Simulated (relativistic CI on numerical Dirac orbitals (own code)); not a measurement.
# Rb³⁴⁺: one ion under different settings

How much do the settings matter for Rb³⁴⁺? One ion, several inputs.

The numbers are computed with relativistic CI on numerical Dirac orbitals (own code) version 3 (Dirac-Coulomb-Breit CI, KLI orbitals optimised for each configuration, model QED (radiative potential, 1s self-energy scaled to tabulated hydrogen-like ionisation energies), numerical settings as typed), except any that are marked as measured or tabulated.

**1. What is computed**

* ion: Rb³⁴⁺ (Rb XXXV)
* nuclear charge: 37
* electrons: 3
* isotope: A = 85

**2. The usual input**

The run's settings:

```ini
atom Rb  Z=37  charge=34  electrons=3
nucleus A=85  rms_radius_fm=4.2036
hamiltonian dirac-coulomb  breit=on  qed=on  c_scale=1
orbitals kli  potential=per-configuration
slater_scale 1
correlation none
mixing on
grid step=0.0125 r_max=3.5
scf mixing=0.4 start=green max_iterations=150 tolerance=2e-08 node_fill=0.05
configurations
  [He] 2s
  [He] 2p
end
```

Run with:

```sh
> python run_levels.py task.json out
```

One command runs all members of the session, one after another, from task.json.

**3. Tolerance 1e-10, iteration limit 30, potential mixing 0.2**

Changes to the settings of step 2:

```diff
@@ -8,3 +8,3 @@
 grid step=0.0125 r_max=3.5
-scf mixing=0.4 start=green max_iterations=150 tolerance=2e-08 node_fill=0.05
+scf mixing=0.2 start=green max_iterations=30 tolerance=1e-10 node_fill=0.05
 configurations
```

**4. Start potential thomas-fermi**

Changes to the settings of step 3:

```diff
@@ -8,3 +8,3 @@
 grid step=0.0125 r_max=3.5
-scf mixing=0.2 start=green max_iterations=30 tolerance=1e-10 node_fill=0.05
+scf mixing=0.4 start=thomas-fermi max_iterations=150 tolerance=2e-08 node_fill=0.05
 configurations
```

**5. Start potential previous**

Changes to the settings of step 4:

```diff
@@ -8,3 +8,3 @@
 grid step=0.0125 r_max=3.5
-scf mixing=0.4 start=thomas-fermi max_iterations=150 tolerance=2e-08 node_fill=0.05
+scf mixing=0.4 start=previous max_iterations=150 tolerance=2e-08 node_fill=0.05
 configurations
```

**6. Start potential thomas-fermi, tolerance 1e-10, Breit term off**

The run's settings:

```ini
atom Rb  Z=37  charge=34  electrons=3
nucleus A=85  rms_radius_fm=4.2036
hamiltonian dirac-coulomb  breit=off  qed=on  c_scale=1
orbitals kli  potential=per-configuration
slater_scale 1
correlation none
mixing on
grid step=0.0125 r_max=3.5
scf mixing=0.4 start=thomas-fermi max_iterations=150 tolerance=1e-10 node_fill=0.05
configurations
  [He] 2s
  [He] 2p
end
```

**7. Potential mixing 1.3**

The run's settings:

```ini
atom Rb  Z=37  charge=34  electrons=3
nucleus A=85  rms_radius_fm=4.2036
hamiltonian dirac-coulomb  breit=on  qed=on  c_scale=1
orbitals kli  potential=per-configuration
slater_scale 1
correlation none
mixing on
grid step=0.0125 r_max=3.5
scf mixing=1.3 start=green max_iterations=69 tolerance=2e-08 node_fill=0.05
configurations
  [He] 2s
  [He] 2p
end
```

(Steps that only read results are left out.)

Before running it: what results should come out? Wanted: lowest level, usual settings; total energy; first excitation.

As calculated:

| setting | total energy less usual (Ha) | largest shift of a level among the lowest eight of both runs, same label and place (cm⁻¹) | SCF iterations | time | lowest level | kind of change |
| --- | --- | --- | --- | --- | --- | --- |
| usual | 0 | 0 | 14 | 0.066 s | 2s 2S1/2 | - |
| tolerance 1e-10, iteration limit 30, potential mixing 0.2 | 0 | 0 | 18 | 0.064 s | 2s 2S1/2 | numerical |
| start potential thomas-fermi | 0 | 0 | 12 | 0.062 s | 2s 2S1/2 | numerical |
| start potential previous | 0 | 0 | 12 | 0.061 s | 2s 2S1/2 | numerical |
| start potential thomas-fermi, tolerance 1e-10, Breit term off | -0.734 | 13500 | 16 | 0.063 s | 2s 2S1/2 | model term |
| potential mixing 1.3 | 0 | 0 | 12 | 0.062 s | 2s 2S1/2 | extreme, harmless here |

| quantity | value |
| --- | --- |
| lowest level, usual settings | 2s 2S1/2 |
| total energy | -1529.7403 Ha |
| first excitation | 595288 cm⁻¹ |

In words: Among the runs whose levels can be followed, they move most under «start potential thomas-fermi, tolerance 1e-10, Breit term off» (model term), by up to 13500 cm⁻¹. No visible change in the result comes from «tolerance 1e-10, iteration limit 30, potential mixing 0.2» or «start potential thomas-fermi» or «start potential previous». Only the listed configurations are in the model.
